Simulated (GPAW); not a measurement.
# Mg3GaO4 (Pm-3m) in GPAW: further runs

The runs below take Mg3GaO4 through single point, with LDA, PBE.

All numbers are computed with GPAW 26.7.0; they aren't measurements. Logs are shortened: lines on timing, memory, paths and dates and some standing lists are left out, and cuts for length are marked. The log counts tension as positive stress, the text compression.

### 1 The structure

The structure is cubic, space group Pm-3m (No. 221). The conventional cell has a = 4.363 Å, b = 4.363 Å, c = 4.363 Å, α = 90.00°, β = 90.00°, γ = 90.00°. Ga (site symmetry m-3m) has 6 O at 2.18 Å as nearest neighbours. Around Mg (site symmetry 4/mmm) lie 6 O at 2.18 Å. O (site symmetry 4/mmm) is surrounded by 2 Ga at 2.18 Å and 4 Mg at 2.18 Å. O (site symmetry m-3m) is surrounded by 6 Mg at 2.18 Å.

The cell comes from a database or a generator and needn't be the stable form of this composition.

### 2 Single point, LDA

Input file run.py:

```python
from ase import Atoms
from ase.dft.bandgap import bandgap
from ase.io import write
from ase.units import GPa
from gpaw import GPAW, PW

atoms = Atoms(['Ga', 'Mg', 'Mg', 'Mg', 'O', 'O', 'O', 'O'],
              cell=[[4.363491, 0.0, 0.0],
                    [0.0, 4.363491, 0.0],
                    [0.0, 0.0, 4.363491]],
              scaled_positions=[[0.0, 0.0, 0.0],
                                [0.5, 0.5, 0.0],
                                [0.5, 0.0, 0.5],
                                [0.0, 0.5, 0.5],
                                [0.0, 0.5, 0.0],
                                [0.0, 0.0, 0.5],
                                [0.5, 0.5, 0.5],
                                [0.5, 0.0, 0.0]],
              pbc=True)

calc = GPAW(mode=PW(600),
            xc='LDA',
            kpts={'size': (5, 5, 5), 'gamma': True},
            occupations={'name': 'fermi-dirac', 'width': 0.05},
            nbands=48,
            maxiter=120,
            txt='gpaw.txt')
atoms.calc = calc
energy = atoms.get_potential_energy()
forces = atoms.get_forces()
stress = atoms.get_stress()
calc.write('gs.gpw')
write('result.traj', atoms)
print(f'Energy: {energy:.6f} eV')
print('Forces (eV/A):')
print(forces.round(4))
print('Stress (GPa):', (stress / GPa).round(3))
print('Fermi level:', round(calc.get_fermi_level(), 4), 'eV')
print(f'Gap: {bandgap(calc)[0]:.4f} eV, direct: {bandgap(calc, direct=True)[0]:.4f} eV')
```

Potentials or basis: the program's PAW data sets (release 1.2.1) made for this functional, pw.

The run is started by

```console
> OMP_NUM_THREADS=1 python run.py
```

gpaw.txt:

```text
__  _  _
 | _ |_)|_||  |
 |__||  | ||/\| - 26.7.0

Input parameters:
  mode=PW(ecut=600.0),
  kpts=MonkhorstPack(size=(5, 5, 5), gamma=True),
  maxiter=120,
  nbands=48,
  occupations=Occupations(name='fermi-dirac', width=0.05),
  xc=XC(name='LDA')

Diagonalizing LCAO Hamiltonian
Converting LCAO to pw mode
    .----------.
   /|          |
  / |          |
 *  |          |
 |Mg|   O      |
 |  .----------.
 O /  Mg      /
 |/     Mg   /
 Ga---O-----*

Atoms  # Å, Bohr magnetons
|   | symbol |        x |        y |        z |    initial magnetic moments |
|---|--------|----------|----------|----------|-----------------------------|
| 0 |     Ga | 0.000000 | 0.000000 | 0.000000 | ( 0.0000,  0.0000,  0.0000) |
| 1 |     Mg | 2.181745 | 2.181745 | 0.000000 | ( 0.0000,  0.0000,  0.0000) |
| 2 |     Mg | 2.181745 | 0.000000 | 2.181745 | ( 0.0000,  0.0000,  0.0000) |
| 3 |     Mg | 0.000000 | 2.181745 | 2.181745 | ( 0.0000,  0.0000,  0.0000) |
| 4 |      O | 0.000000 | 2.181745 | 0.000000 | ( 0.0000,  0.0000,  0.0000) |
| 5 |      O | 0.000000 | 0.000000 | 2.181745 | ( 0.0000,  0.0000,  0.0000) |
| 6 |      O | 2.181745 | 2.181745 | 2.181745 | ( 0.0000,  0.0000,  0.0000) |
| 7 |      O | 2.181745 | 0.000000 | 0.000000 | ( 0.0000,  0.0000,  0.0000) |

Unit cell  # Å
| periodic |        x |        y |        z |  lengths |    angles |
|----------|----------|----------|----------|----------|-----------|
|      yes | 4.363491 | 0.000000 | 0.000000 | 4.363491 | 90.000000 |
|      yes | 0.000000 | 4.363491 | 0.000000 | 4.363491 | 90.000000 |
|      yes | 0.000000 | 0.000000 | 4.363491 | 4.363491 | 90.000000 |

Number of symmetries: 48
Symmetry operations  # r_c * U_cc + t_c -> r_c
|    | kind |            matrix            |
|----|------|------------------------------|
|  0 |  E   |  1, 0, 0,  0, 1, 0,  0, 0, 1 |
|  1 |  σ   |  1, 0, 0,  0, 1, 0,  0, 0,-1 |
|  2 |  σ   |  1, 0, 0,  0, 0, 1,  0, 1, 0 |
|  3 |  C4  |  1, 0, 0,  0, 0, 1,  0,-1, 0 |
|  4 |  C4  |  1, 0, 0,  0, 0,-1,  0, 1, 0 |
|  5 |  σ   |  1, 0, 0,  0, 0,-1,  0,-1, 0 |
|  6 |  σ   |  1, 0, 0,  0,-1, 0,  0, 0, 1 |
|  7 |  C2  |  1, 0, 0,  0,-1, 0,  0, 0,-1 |
|  8 |  σ   |  0, 1, 0,  1, 0, 0,  0, 0, 1 |
|  9 |  C2  |  0, 1, 0,  1, 0, 0,  0, 0,-1 |
| 10 |  C3  |  0, 1, 0,  0, 0, 1,  1, 0, 0 |
| 11 |  S6  |  0, 1, 0,  0, 0, 1, -1, 0, 0 |
| 12 |  S6  |  0, 1, 0,  0, 0,-1,  1, 0, 0 |
| 13 |  C3  |  0, 1, 0,  0, 0,-1, -1, 0, 0 |
| 14 |  C4  |  0, 1, 0, -1, 0, 0,  0, 0, 1 |
| 15 |  S4  |  0, 1, 0, -1, 0, 0,  0, 0,-1 |
| 16 |  C3  |  0, 0, 1,  1, 0, 0,  0, 1, 0 |
| 17 |  S6  |  0, 0, 1,  1, 0, 0,  0,-1, 0 |
| 18 |  σ   |  0, 0, 1,  0, 1, 0,  1, 0, 0 |
| 19 |  C4  |  0, 0, 1,  0, 1, 0, -1, 0, 0 |
| 20 |  C2  |  0, 0, 1,  0,-1, 0,  1, 0, 0 |
| 21 |  S4  |  0, 0, 1,  0,-1, 0, -1, 0, 0 |
| 22 |  S6  |  0, 0, 1, -1, 0, 0,  0, 1, 0 |
| 23 |  C3  |  0, 0, 1, -1, 0, 0,  0,-1, 0 |
| 24 |  S6  |  0, 0,-1,  1, 0, 0,  0, 1, 0 |
| 25 |  C3  |  0, 0,-1,  1, 0, 0,  0,-1, 0 |
| 26 |  C4  |  0, 0,-1,  0, 1, 0,  1, 0, 0 |
| 27 |  σ   |  0, 0,-1,  0, 1, 0, -1, 0, 0 |
| 28 |  S4  |  0, 0,-1,  0,-1, 0,  1, 0, 0 |
| 29 |  C2  |  0, 0,-1,  0,-1, 0, -1, 0, 0 |
| 30 |  C3  |  0, 0,-1, -1, 0, 0,  0, 1, 0 |
| 31 |  S6  |  0, 0,-1, -1, 0, 0,  0,-1, 0 |
| 32 |  C4  |  0,-1, 0,  1, 0, 0,  0, 0, 1 |
| 33 |  S4  |  0,-1, 0,  1, 0, 0,  0, 0,-1 |
| 34 |  S6  |  0,-1, 0,  0, 0, 1,  1, 0, 0 |
| 35 |  C3  |  0,-1, 0,  0, 0, 1, -1, 0, 0 |
| 36 |  C3  |  0,-1, 0,  0, 0,-1,  1, 0, 0 |
| 37 |  S6  |  0,-1, 0,  0, 0,-1, -1, 0, 0 |
| 38 |  σ   |  0,-1, 0, -1, 0, 0,  0, 0, 1 |
| 39 |  C2  |  0,-1, 0, -1, 0, 0,  0, 0,-1 |
| 40 |  σ   | -1, 0, 0,  0, 1, 0,  0, 0, 1 |
| 41 |  C2  | -1, 0, 0,  0, 1, 0,  0, 0,-1 |
| 42 |  C2  | -1, 0, 0,  0, 0, 1,  0, 1, 0 |
| 43 |  S4  | -1, 0, 0,  0, 0, 1,  0,-1, 0 |
| 44 |  S4  | -1, 0, 0,  0, 0,-1,  0, 1, 0 |
| 45 |  C2  | -1, 0, 0,  0, 0,-1,  0,-1, 0 |
| 46 |  C2  | -1, 0, 0,  0,-1, 0,  0, 0, 1 |
| 47 |  i   | -1, 0, 0,  0,-1, 0,  0, 0,-1 |

BZ-sampling:
  Number of BZ points: 125
  Number of IBZ points: 10

  Monkhorst-Pack size: [5, 5, 5]
  Monkhorst-Pack shift: [0, 0, 0]

K-points  # in reciprocal-cell coordinates
|   |                                coordinates |     weight |
|---|--------------------------------------------|------------|
| 0 | (  0.00000000,   0.00000000,   0.00000000) | 0.00800000 |
| 1 | (  0.20000000,   0.00000000,   0.00000000) | 0.04800000 |
| 2 | (  0.20000000,   0.20000000,   0.00000000) | 0.09600000 |
| 3 | (  0.20000000,   0.20000000,   0.20000000) | 0.06400000 |
| 4 | (  0.40000000,   0.00000000,   0.00000000) | 0.04800000 |
| 5 | (  0.40000000,   0.20000000,   0.00000000) | 0.19200000 |
| 6 | (  0.40000000,   0.20000000,   0.20000000) | 0.19200000 |
| 7 | (  0.40000000,   0.40000000,   0.00000000) | 0.09600000 |
| 8 | (  0.40000000,   0.40000000,   0.20000000) | 0.19200000 |
| 9 | (  0.40000000,   0.40000000,   0.40000000) | 0.06400000 |

Plane wave coefficients: 2789
Cutoff: 600.0 eV

Spin-components: 1 (collinear spins)
Bands:           48
Projectors:      40
Spin-degeneracy: 2
Datatype:        complex128

Parallelization:
  kpt:    1
  domain: 1
  band:   1

Density:
  Valence electrons: 57.0
  Components: 1
  Grid points: [25 25 25]
  Charge: 0.0  # |e|

Potential:
  Grid points: [25 25 25]

species:
  Ga:
    name:    Gallium
    Z:       31.0
    valence: 3
    core:    28
    charge:  0.0  # [|e|]
    compensation charges:
      type: gauss
      rc: 0.37  # [Å]
      lmax: 2
    cutoffs:
      filter: 2.06  # [Å]
      core: 4.17  # [Å]
    projectors
    | kind |    occ | energy [eV] | rcut [Å] |
    |------|--------|-------------|----------|
    |   4s |  2.000 |      -9.167 |    1.164 |
    |   4p |  1.000 |      -2.734 |    1.164 |
    |    s |        |      18.045 |    1.164 |
    |    p |        |      24.478 |    1.164 |
    |    d |        |       0.000 |    1.164 |

    Using partial waves for Ga as LCAO basis

  Mg:
    name:    Magnesium
    Z:       12.0
    valence: 10
    core:    2
    charge:  0.0  # [|e|]
    compensation charges:
      type: gauss
      rc: 0.33  # [Å]
      lmax: 2
    cutoffs:
      filter: 1.86  # [Å]
      core: 0.54  # [Å]
    projectors
    | kind |    occ | energy [eV] | rcut [Å] |
    |------|--------|-------------|----------|
    |   2s |  2.000 |     -79.291 |    1.090 |
    |   3s |  2.000 |      -4.782 |    1.090 |
    |   2p |  6.000 |     -46.725 |    1.085 |
    |   3p |  0.000 |      -1.374 |    1.085 |
    |    d |        |       0.000 |    1.037 |

    Using partial waves for Mg as LCAO basis

  O:
    name:    Oxygen
    Z:       8.0
    valence: 6
    core:    2
    charge:  0.0  # [|e|]
    compensation charges:
      type: gauss
      rc: 0.21  # [Å]
      lmax: 2
    cutoffs:
      filter: 1.17  # [Å]
      core: 0.83  # [Å]
    projectors
    | kind |    occ | energy [eV] | rcut [Å] |
    |------|--------|-------------|----------|
    |   2s |  2.000 |     -23.752 |    0.688 |
    |   2p |  4.000 |      -9.195 |    0.598 |
    |    s |        |       3.459 |    0.688 |
    |    p |        |      18.016 |    0.598 |
    |    d |        |       0.000 |    0.619 |

    Using partial waves for O as LCAO basis

Reference energy: -77201.378426  # eV

eigensolver:
  PPCG
  Converge bands: occupied
  niter=2

density mixing:
  MSR1-Mixer
  Pratt-step length: 0.05
  Maximum mixing coefficient: 0.75
  Old densities: 10
  SVD Regularization: 0.005
  Good broyden scale: 1.0
  Trust region scale: 1.0
  Backstep threshold: 4.0
  History deletion threshold: 6.0
  Fourier metric: weight=20.0, sigma=0.015

occupation numbers:
  Fermi-Dirac:
    width: 0.0500  # eV

poisson solver:
  ecut: 4800.0  # eV

xc functional:
  name: None

convergence criteria:
- Maximum [total energy] change in last 3 cyles: 0.0005 eV / valence electron
- Maximum integral of absolute [dens]ity change: 0.0001 electrons / valence electron
- Maximum integral of absolute [eigenst]ate change: 4e-08 eV^2 / valence electron
maximum number of iterations: 120

SCF iterations
|iter     | |      energy | eigst |  dens |
|---------|-|-------------|-------|-------|
|iter:   1| |  -56.567875 | +0.22 |       |
|iter:   2| |  -55.171947 | -1.75 | -0.94 |
|iter:   3| |  -51.560594 | -1.39 | -1.00 |
|iter:   4| |  -51.468615 | -2.85 | -1.52 |
|iter:   5| |  -51.450827 | -3.22 | -1.79 |
|iter:   6| |  -51.450093c| -4.78 | -2.70 |
|iter:   7| |  -51.450079c| -6.05 | -3.08 |
|iter:   8| |  -51.450083c| -6.71 | -3.44 |
|iter:   9| |  -51.450083c| -8.13c| -4.41c|

Converged in 9 steps
Energy contributions relative to reference atoms: (reference = -77201.378426)

Energy contributions:
  Kinetic:          40.279696
  Coulomb:         -35.731124
  Zero:              0.333376
  External:          0.000000
  Xc:              -56.325796
  Entropy:          -0.012468
  Spinorbit:         0.000000
  ----------------------------
  Free energy:     -51.456317
  Extrapolated:    -51.450083

dipole moment: (-42.035686, -42.035686, -42.035686)  # |e|*Ang

Fermi level: 8.333
Eigenvalues  # (at kpt = [0.000, 0.000, 0.000])
| band index |      eig [eV] | occ [0-2] |
|------------|---------------|-----------|
|          0 |       -67.944 |     2.000 |
|        ... |               |           |
|         21 |         2.415 |     2.000 |
|         22 |         2.703 |     2.000 |
|         23 |         2.703 |     2.000 |
|         24 |         2.703 |     2.000 |
|         25 |         3.897 |     2.000 |
|         26 |         3.897 |     2.000 |
|         27 |         3.897 |     2.000 |
|         28 |         4.670 |     2.000 |
|         29 |         9.259 |     0.000 |
|         30 |        12.660 |     0.000 |
|         31 |        12.660 |     0.000 |
|         32 |        13.080 |     0.000 |
|         33 |        13.080 |     0.000 |
|         34 |        13.080 |     0.000 |
|         35 |        15.121 |     0.000 |
|         36 |        15.121 |     0.000 |
|        ... |               |           |
|         47 |        22.812 |     0.000 |

No gap
No difference between direct/indirect transitions

Forces  # eV/Ang
|        x |        y |        z |
|----------|----------|----------|
|  0.00000 |  0.00000 |  0.00000 |  # Ga   0
|  0.00000 | -0.00000 |  0.00000 |  # Mg   1
| -0.00000 |  0.00000 |  0.00000 |  # Mg   2
|  0.00000 | -0.00000 | -0.00000 |  # Mg   3
|  0.00000 |  0.00000 |  0.00000 |  # O    4
|  0.00000 |  0.00000 |  0.00000 |  # O    5
| -0.00000 | -0.00000 | -0.00000 |  # O    6
|  0.00000 |  0.00000 |  0.00000 |  # O    7

Stress tensor  # eV/Ang^3
|         x |         y |        z |
|-----------|-----------|----------|
|  0.088090 | -0.000000 | 0.000000 |
| -0.000000 |  0.088090 | 0.000000 |
|  0.000000 |  0.000000 | 0.088090 |

# Writing to gs.gpw (mode='')
```

It took 20 s on 1 thread of Arm Neoverse V2, shared host; peak memory 0.2 GiB.

Results:

- Free energy: -51.4563 eV
- Pressure: -14.1 GPa
- Band gap on the k mesh: none (metal or under the smearing width)

Caveat: the cutoff is short for stress and forces, so pressures can be off by a GPa or more; an odd number of electrons without spin polarisation forces a metal; a magnetic or distorted state may lie lower.

### 3 Single point, PBE

Changes to run.py since step 2:

```diff
@@ -21,3 +21,3 @@
 calc = GPAW(mode=PW(600),
-            xc='LDA',
+            xc='PBE',
             kpts={'size': (5, 5, 5), 'gamma': True},
```

Potentials or basis: GPAW PAW data sets (gpaw-data 1.2.1), pw.

The run is started by

```console
> OMP_NUM_THREADS=1 python run.py
```

Wall time 20 s (1 thread of Arm Neoverse V2, shared host); peak memory 0.2 GiB.

The run converged. Its results:

| Item | Value |
| --- | --- |
| Free energy | -45.9518 eV |
| Pressure | -4.5 GPa |
| Band gap on the k mesh | none (metal or under the smearing width) |

Levels at points of the mesh, in eV from the Fermi level:
```
           k point  band 25  band 26  band 27  band 28  band 29  band 30  band 31  band 32  band 33  band 34
(0.00, 0.00, 0.00)    -5.70    -4.52    -4.52    -4.52    -3.67     1.03     4.52     4.52     4.83     4.83
```

Caveat: the cutoff is short for stress and forces, so pressures can be off by a GPa or more; an odd number of electrons without spin polarisation forces a metal; a magnetic or distorted state may lie lower.
